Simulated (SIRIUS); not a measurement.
# HPbNO4 (P1) in SIRIUS: settings compared, part 2 of 3

SIRIUS 7.12.0. Earlier steps stand in the parts before.

## 3. Single point, PBEsol (cell strained at random)

sirius.json reads:

```json
{
  "control": {
    "processing_unit": "cpu",
    "std_evp_solver_name": "lapack",
    "gen_evp_solver_name": "lapack",
    "verbosity": 2,
    "print_forces": true,
    "ortho_rf": true,
    "use_second_variation": true,
    "rmt_max": 3.0,
    "num_bands_to_print": 24,
    "save_wf": true
  },
  "parameters": {
    "electronic_structure_method": "full_potential_lapwlo",
    "xc_functionals": ["XC_GGA_X_PBE_SOL", "XC_GGA_C_PBE_SOL"],
    "core_relativity": "dirac",
    "valence_relativity": "none",
    "num_fv_states": 46,
    "smearing": "fermi_dirac",
    "smearing_width": 0.0018374661,
    "pw_cutoff": 31,
    "gk_cutoff": 6.0,
    "lmax_apw": 12,
    "lmax_rho": 8,
    "lmax_pot": 8,
    "num_mag_dims": 0,
    "auto_rmt": 0,
    "ngridk": [3, 2, 2],
    "shiftk": [0, 0, 0],
    "num_dft_iter": 80,
    "energy_tol": 1e-07,
    "density_tol": 1e-05,
    "use_symmetry": true
  },
  "settings": {"tol_ne": 1e-10},
  "iterative_solver": {"type": "exact"},
  "mixer": {"type": "anderson", "beta": 0.5, "max_history": 8},
  "unit_cell": {
    "lattice_vectors": [
      [0.999462291722, -0.020275282861, -0.02576897998],
      [0.021642448637, 1.109307623578, -0.014487818828],
      [0.166624604809, 0.197724049657, 1.472184633431]
    ],
    "atom_types": ["H", "N", "O", "Pb"],
    "atom_files": {"H": "H.json", "N": "N.json", "O": "O.json", "Pb": "Pb.json"},
    "atoms": {
      "H": [[0.61511, 0.89559, 0.19844]],
      "N": [[0.71474, 0.2381, 0.50058]],
      "O": [
        [0.16958, 0.47007, 0.77768],
        [0.62919, 0.97045, 0.49845],
        [0.56424, 0.92583, 0.03849],
        [0.78022, 0.4225, 0.31951]
      ],
      "Pb": [[0.64597, 0.44651, 0.91685]]
    },
    "lattice_vectors_scale": 7.3976502931
  }
}
```

H.json reads:

```json
{
  "name": "hydrogen",
  "symbol": "H",
  "number": 1,
  "mass": 1.00794,
  "rmin": 1e-06,
  "rmt": 0.75,
  "nrmt": 800,
  "rinf": 15.07,
  "core": "",
  "valence": [
    {"basis": [{"enu": -0.09, "dme": 0, "n": 0, "auto": 0}, {"enu": -0.09, "dme": 1, "n": 0, "auto": 0}]},
    {"l": 0, "n": 1, "basis": [{"enu": 0.01, "dme": 0, "n": 0, "auto": 0}]},
    {"l": 1, "n": 2, "basis": [{"enu": 0.01, "dme": 0, "n": 0, "auto": 0}]},
    {"l": 2, "n": 3, "basis": [{"enu": 0.01, "dme": 0, "n": 0, "auto": 0}]},
    {"l": 3, "n": 4, "basis": [{"enu": 0.01, "dme": 0, "n": 0, "auto": 0}]}
  ],
  "lo": [
    {"l": 0, "basis": [{"enu": 0.01, "dme": 0, "n": 0, "auto": 0}, {"enu": 0.01, "dme": 1, "n": 0, "auto": 0}]},
    {"l": 0, "basis": [{"enu": 0.01, "dme": 1, "n": 0, "auto": 0}, {"enu": 0.01, "dme": 2, "n": 0, "auto": 0}]},
    {
      "l": 0,
      "basis": [{"enu": 0.01, "dme": 0, "n": 0, "auto": 0}, {"enu": 21.3433, "dme": 0, "n": 0, "auto": 0}]
    },
    {"l": 1, "basis": [{"enu": 0.01, "dme": 0, "n": 0, "auto": 0}, {"enu": 0.01, "dme": 1, "n": 0, "auto": 0}]},
    {"l": 1, "basis": [{"enu": 0.01, "dme": 1, "n": 0, "auto": 0}, {"enu": 0.01, "dme": 2, "n": 0, "auto": 0}]},
    {
      "l": 1,
      "basis": [{"enu": 0.01, "dme": 0, "n": 0, "auto": 0}, {"enu": 24.5433, "dme": 0, "n": 0, "auto": 0}]
    },
    {"l": 2, "basis": [{"enu": 0.01, "dme": 0, "n": 0, "auto": 0}, {"enu": 0.01, "dme": 1, "n": 0, "auto": 0}]},
    {"l": 2, "basis": [{"enu": 0.01, "dme": 1, "n": 0, "auto": 0}, {"enu": 0.01, "dme": 2, "n": 0, "auto": 0}]},
    {"l": 3, "basis": [{"enu": 0.01, "dme": 0, "n": 0, "auto": 0}, {"enu": 0.01, "dme": 1, "n": 0, "auto": 0}]}
  ],
  "free_atom": [... radial grid and density of the free atom, the start of the SCF ...]
}
```

N.json reads:

```json
{
  "name": "nitrogen",
  "symbol": "N",
  "number": 7,
  "mass": 14.0067,
  "rmin": 1e-06,
  "rmt": 1.04,
  "nrmt": 800,
  "rinf": 13.03,
  "core": "",
  "valence": [
    {"basis": [{"enu": -0.09, "dme": 0, "n": 0, "auto": 0}, {"enu": -0.09, "dme": 1, "n": 0, "auto": 0}]},
    {"l": 0, "n": 1, "basis": [{"enu": -0.1452, "dme": 0, "n": 0, "auto": 0}]},
    {"l": 1, "n": 2, "basis": [{"enu": 0.01, "dme": 0, "n": 0, "auto": 0}]},
    {"l": 2, "n": 3, "basis": [{"enu": 0.01, "dme": 0, "n": 0, "auto": 0}]},
    {"l": 3, "n": 4, "basis": [{"enu": 0.01, "dme": 0, "n": 0, "auto": 0}]}
  ],
  "lo": [
    {
      "l": 0,
      "basis": [{"enu": -0.1452, "dme": 0, "n": 0, "auto": 0}, {"enu": -0.1452, "dme": 1, "n": 0, "auto": 0}]
    },
    {
      "l": 0,
      "basis": [{"enu": -0.1452, "dme": 1, "n": 0, "auto": 0}, {"enu": -0.1452, "dme": 2, "n": 0, "auto": 0}]
    },
    {
      "l": 0,
      "basis": [{"enu": -13.7341, "dme": 0, "n": 1, "auto": 1}, {"enu": -13.7341, "dme": 1, "n": 1, "auto": 1}]
    },
    {
      "l": 0,
      "basis": [{"enu": -0.1452, "dme": 0, "n": 0, "auto": 0}, {"enu": 10.9494, "dme": 0, "n": 0, "auto": 0}]
    },
    {"l": 1, "basis": [{"enu": 0.01, "dme": 0, "n": 0, "auto": 0}, {"enu": 0.01, "dme": 1, "n": 0, "auto": 0}]},
    {"l": 1, "basis": [{"enu": 0.01, "dme": 1, "n": 0, "auto": 0}, {"enu": 0.01, "dme": 2, "n": 0, "auto": 0}]},
    {
      "l": 1,
      "basis": [{"enu": 0.01, "dme": 0, "n": 0, "auto": 0}, {"enu": 12.7689, "dme": 0, "n": 0, "auto": 0}]
    },
    {"l": 2, "basis": [{"enu": 0.01, "dme": 0, "n": 0, "auto": 0}, {"enu": 0.01, "dme": 1, "n": 0, "auto": 0}]},
    {"l": 2, "basis": [{"enu": 0.01, "dme": 1, "n": 0, "auto": 0}, {"enu": 0.01, "dme": 2, "n": 0, "auto": 0}]},
    {
      "l": 2,
      "basis": [{"enu": 0.01, "dme": 0, "n": 0, "auto": 0}, {"enu": 14.4331, "dme": 0, "n": 0, "auto": 0}]
    },
    {"l": 3, "basis": [{"enu": 0.01, "dme": 0, "n": 0, "auto": 0}, {"enu": 0.01, "dme": 1, "n": 0, "auto": 0}]}
  ],
  "free_atom": [... radial grid and density of the free atom, the start of the SCF ...]
}
```

O.json reads:

```json
{
  "name": "oxygen",
  "symbol": "O",
  "number": 8,
  "mass": 15.9994,
  "rmin": 1e-06,
  "rmt": 1.04,
  "nrmt": 800,
  "rinf": 11.55,
  "core": "1s",
  "valence": [
    {"basis": [{"enu": -0.09, "dme": 0, "n": 0, "auto": 0}, {"enu": -0.09, "dme": 1, "n": 0, "auto": 0}]},
    {"l": 0, "n": 1, "basis": [{"enu": -0.2072, "dme": 0, "n": 0, "auto": 0}]},
    {"l": 1, "n": 2, "basis": [{"enu": 0.01, "dme": 0, "n": 0, "auto": 0}]},
    {"l": 2, "n": 3, "basis": [{"enu": 0.01, "dme": 0, "n": 0, "auto": 0}]},
    {"l": 3, "n": 4, "basis": [{"enu": 0.01, "dme": 0, "n": 0, "auto": 0}]}
  ],
  "lo": [
    {
      "l": 0,
      "basis": [{"enu": -0.2072, "dme": 0, "n": 0, "auto": 0}, {"enu": -0.2072, "dme": 1, "n": 0, "auto": 0}]
    },
    {
      "l": 0,
      "basis": [{"enu": -0.2072, "dme": 1, "n": 0, "auto": 0}, {"enu": -0.2072, "dme": 2, "n": 0, "auto": 0}]
    },
    {
      "l": 0,
      "basis": [{"enu": -0.2072, "dme": 0, "n": 0, "auto": 0}, {"enu": 10.8875, "dme": 0, "n": 0, "auto": 0}]
    },
    {"l": 1, "basis": [{"enu": 0.01, "dme": 0, "n": 0, "auto": 0}, {"enu": 0.01, "dme": 1, "n": 0, "auto": 0}]},
    {"l": 1, "basis": [{"enu": 0.01, "dme": 1, "n": 0, "auto": 0}, {"enu": 0.01, "dme": 2, "n": 0, "auto": 0}]},
    {
      "l": 1,
      "basis": [{"enu": 0.01, "dme": 0, "n": 0, "auto": 0}, {"enu": 12.7689, "dme": 0, "n": 0, "auto": 0}]
    },
    {"l": 2, "basis": [{"enu": 0.01, "dme": 0, "n": 0, "auto": 0}, {"enu": 0.01, "dme": 1, "n": 0, "auto": 0}]},
    {"l": 2, "basis": [{"enu": 0.01, "dme": 1, "n": 0, "auto": 0}, {"enu": 0.01, "dme": 2, "n": 0, "auto": 0}]},
    {
      "l": 2,
      "basis": [{"enu": 0.01, "dme": 0, "n": 0, "auto": 0}, {"enu": 14.4331, "dme": 0, "n": 0, "auto": 0}]
    },
    {"l": 3, "basis": [{"enu": 0.01, "dme": 0, "n": 0, "auto": 0}, {"enu": 0.01, "dme": 1, "n": 0, "auto": 0}]}
  ],
  "free_atom": [... radial grid and density of the free atom, the start of the SCF ...]
}
```

Pb.json reads:

```json
{
  "name": "lead",
  "symbol": "Pb",
  "number": 82,
  "mass": 207.2,
  "rmin": 1e-06,
  "rmt": 1.73,
  "nrmt": 800,
  "rinf": 17.22,
  "core": "1s2s2p3s3p3d4s4p4d",
  "valence": [
    {"basis": [{"enu": -0.09, "dme": 0, "n": 0, "auto": 0}, {"enu": -0.09, "dme": 1, "n": 0, "auto": 0}]},
    {"l": 0, "n": 1, "basis": [{"enu": -0.0973, "dme": 0, "n": 0, "auto": 0}]},
[... 43 lines left out ...]
    },
    {"l": 3, "basis": [{"enu": 0.01, "dme": 0, "n": 0, "auto": 0}, {"enu": 0.01, "dme": 1, "n": 0, "auto": 0}]},
    {
      "l": 3,
      "basis": [{"enu": -4.7674, "dme": 0, "n": 4, "auto": 1}, {"enu": -4.7674, "dme": 1, "n": 4, "auto": 1}]
    },
    {
      "l": 3,
      "basis": [{"enu": -4.7674, "dme": 1, "n": 4, "auto": 1}, {"enu": 0.01, "dme": 0, "n": 0, "auto": 0}]
    },
    {"l": 3, "basis": [{"enu": 0.01, "dme": 0, "n": 0, "auto": 0}, {"enu": 7.7617, "dme": 0, "n": 0, "auto": 0}]},
    {"l": 4, "basis": [{"enu": 0.01, "dme": 0, "n": 0, "auto": 0}, {"enu": 0.01, "dme": 1, "n": 0, "auto": 0}]},
    {"l": 4, "basis": [{"enu": 0.01, "dme": 0, "n": 0, "auto": 0}, {"enu": 6.4252, "dme": 0, "n": 0, "auto": 0}]}
  ],
  "free_atom": [... radial grid and density of the free atom, the start of the SCF ...]
}
```

sirius_start.json reads:

```json
{
  "control": {
    "processing_unit": "cpu",
    "std_evp_solver_name": "lapack",
    "gen_evp_solver_name": "lapack",
    "verbosity": 1,
    "print_forces": false,
    "ortho_rf": true,
    "use_second_variation": true,
    "rmt_max": 3.0,
    "num_bands_to_print": 24,
    "save_wf": false
  },
  "parameters": {
    "electronic_structure_method": "full_potential_lapwlo",
    "xc_functionals": ["XC_LDA_X", "XC_LDA_C_PW"],
    "core_relativity": "dirac",
    "valence_relativity": "none",
    "num_fv_states": 46,
    "smearing": "fermi_dirac",
    "smearing_width": 0.0055123983,
    "pw_cutoff": 31,
    "gk_cutoff": 4.8,
    "lmax_apw": 12,
    "lmax_rho": 8,
    "lmax_pot": 8,
    "num_mag_dims": 0,
    "auto_rmt": 0,
    "ngridk": [1, 1, 1],
    "shiftk": [0, 0, 0],
    "num_dft_iter": 30,
    "energy_tol": 0.01,
    "density_tol": 0.05,
    "use_symmetry": true
  },
  "settings": {"tol_ne": 1e-10},
  "iterative_solver": {"type": "exact"},
  "mixer": {"type": "anderson", "beta": 0.5, "max_history": 8},
  "unit_cell": {
    "lattice_vectors": [
      [0.999462291722, -0.020275282861, -0.02576897998],
      [0.021642448637, 1.109307623578, -0.014487818828],
      [0.166624604809, 0.197724049657, 1.472184633431]
    ],
    "atom_types": ["H", "N", "O", "Pb"],
    "atom_files": {"H": "H.json", "N": "N.json", "O": "O.json", "Pb": "Pb.json"},
    "atoms": {
      "H": [[0.61511, 0.89559, 0.19844]],
      "N": [[0.71474, 0.2381, 0.50058]],
      "O": [
        [0.16958, 0.47007, 0.77768],
        [0.62919, 0.97045, 0.49845],
        [0.56424, 0.92583, 0.03849],
        [0.78022, 0.4225, 0.31951]
      ],
      "Pb": [[0.64597, 0.44651, 0.91685]]
    },
    "lattice_vectors_scale": 7.3976502931
  }
}
```

Potentials or basis: all-electron FP-LAPW (no relativity for the valence), apw+lo standard.

The run is started by

```console
$ OMP_NUM_THREADS=2 sirius.scf --input=sirius_start.json --output=start.json
$ OMP_NUM_THREADS=2 sirius.scf --input=sirius.json --output=output.json --task=1
```

It took 17 min on 2 threads of Intel Xeon Platinum 8488C (Sapphire Rapids), shared host; peak memory 2.4 GiB.

The run converged, but some of its settings lie outside the range that counts as converged, so its numbers aren't taken as properties of the crystal.

Results:

* Free energy: -578708.4921 eV
* Largest force: 1.768 eV/Å
* Band gap on the k mesh: 1.28 eV, direct
* All electrons inside the program's atomic spheres: H 0.31; Pb 76.42; N 3.92; O 4.92, 4.98, 4.97 (radii H 0.75, N 1.04, O 1.04, Pb 1.73 bohr)

Caveat: the k mesh is coarse (spacing up to 0.73 Å⁻¹), so the values aren't converged; relativity is left out for the valence states, which matters for the heavier elements; spin-orbit coupling is left out, which as a rule narrows the gap of such compounds by several tenths of an eV; an odd mesh through Γ misses points on the zone boundary, where band edges often lie.

[end of part 2 of 3]
